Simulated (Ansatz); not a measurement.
# F2Ga2H6N2: how energies converge with the basis set

An exercise on one series of results from a longer session: the logs are not shown, and one member is left open.

The runs use Ansatz 0.2.0, Gaussian basis; one geometry, several basis sets.

Plan: PBE0-D4/def2-SVP; ωB97M-V/def2-SVP; PBE0-D4/def2-QZVPP; ωB97M-V/def2-QZVPP; the functionals' def2-TZVPP values are taken from earlier runs.

### The geometry

The geometry comes from an earlier relaxation with PBE0-D4 in a triple-zeta def2 set; it is a stationary point, not always the lowest conformer.

SMILES `[F][Ga@H-]1[NH2+][Ga@@H-]([F])[NH2+]1`, 12 atoms, charge 0, spin multiplicity 1.

Atoms are counted from 1 here; the program's logs count them from 0.

Bond lengths: F1–Ga2 1.773 Å, Ga2–N3 1.999 Å, Ga2–N6 1.999 Å, Ga2–H7 1.555 Å, N3–Ga4 1.999 Å, N3–H8 1.016 Å, N3–H9 1.012 Å, Ga4–F5 1.773 Å, Ga4–N6 1.999 Å, Ga4–H10 1.555 Å, N6–H11 1.012 Å, N6–H12 1.016 Å. Angles: F1–Ga2–N3 104.2°, F1–Ga2–N6 104.2°, F1–Ga2–H7 121.3°, N3–Ga2–N6 86.6°, N3–Ga2–H7 117.3°, N6–Ga2–H7 117.3°, Ga2–N3–Ga4 93.1°, Ga2–N3–H8 110.7°, Ga2–N3–H9 117.2°, Ga4–N3–H8 110.7°, Ga4–N3–H9 117.2°, H8–N3–H9 107.4°, N3–Ga4–F5 104.2°, N3–Ga4–N6 86.6°, N3–Ga4–H10 117.3°, F5–Ga4–N6 104.2°, F5–Ga4–H10 121.3°, N6–Ga4–H10 117.3° and more.

The first run:

in.yaml reads:

```yaml
crystal:
  periodic: [false, false, false]
  atoms:
    - {symbol: F, position_ang: [-2.190942, -0.837262, 1.179213]}
    - {symbol: Ga, position_ang: [-0.423349, -0.703033, 1.206122]}
    - {symbol: N, position_ang: [0.135579, -1.200840, -0.647840]}
    - {symbol: Ga, position_ang: [0.691718, 0.666037, -1.098243]}
    - {symbol: F, position_ang: [-0.522155, 1.211603, -2.269568]}
    - {symbol: N, position_ang: [-0.066345, 1.191354, 0.675707]}
    - {symbol: H, position_ang: [0.411907, -1.283279, 2.382020]}
    - {symbol: H, position_ang: [-0.667901, -1.480430, -1.202788]}
    - {symbol: H, position_ang: [0.834903, -1.926762, -0.740702]}
    - {symbol: H, position_ang: [2.207749, 0.921623, -1.329371]}
    - {symbol: H, position_ang: [0.525397, 1.739197, 1.287550]}
    - {symbol: H, position_ang: [-0.936570, 1.701801, 0.557909]}
basis:
  gaussian: {orbitals: def2-SVP}
hamiltonian: {xc: pbe0, dispersion: d4}
output: {orbitals: {seedname: orbitals}}
```

Command:

```sh
> ansatz run in.yaml --threads 8 --pin off --events-out ev --progress --plain --max-ram 20889MiB
```

Among the steps run: PBE0-D4 in def2-SVP; ωB97M-V in def2-SVP; PBE0-D4 in def2-QZVPP; ωB97M-V in def2-QZVPP.

One table of the session follows, with a row left open; its other results are not shown here.

| functional | basis | HOMO (eV) | LUMO (eV) |
| --- | --- | --- | --- |
| PBE0-D4 | def2-SVP | -8.46 | 0.31 |
| PBE0-D4 | def2-TZVPP | -8.55 | -0.04 |
| PBE0-D4 | def2-QZVPP | -8.58 | -0.32 |
| ωB97M-V | def2-SVP | ? | ? |
| ωB97M-V | def2-TZVPP | -10.80 | 1.39 |
| ωB97M-V | def2-QZVPP | -10.83 | 0.81 |

Q: Estimate the row for ωB97M-V, def2-SVP from the others.

As computed: HOMO (eV): -10.68; LUMO (eV): 1.90. In the column «HOMO (eV)» it lies between ωB97M-V, def2-TZVPP (-10.80) and PBE0-D4, def2-QZVPP (-8.58).
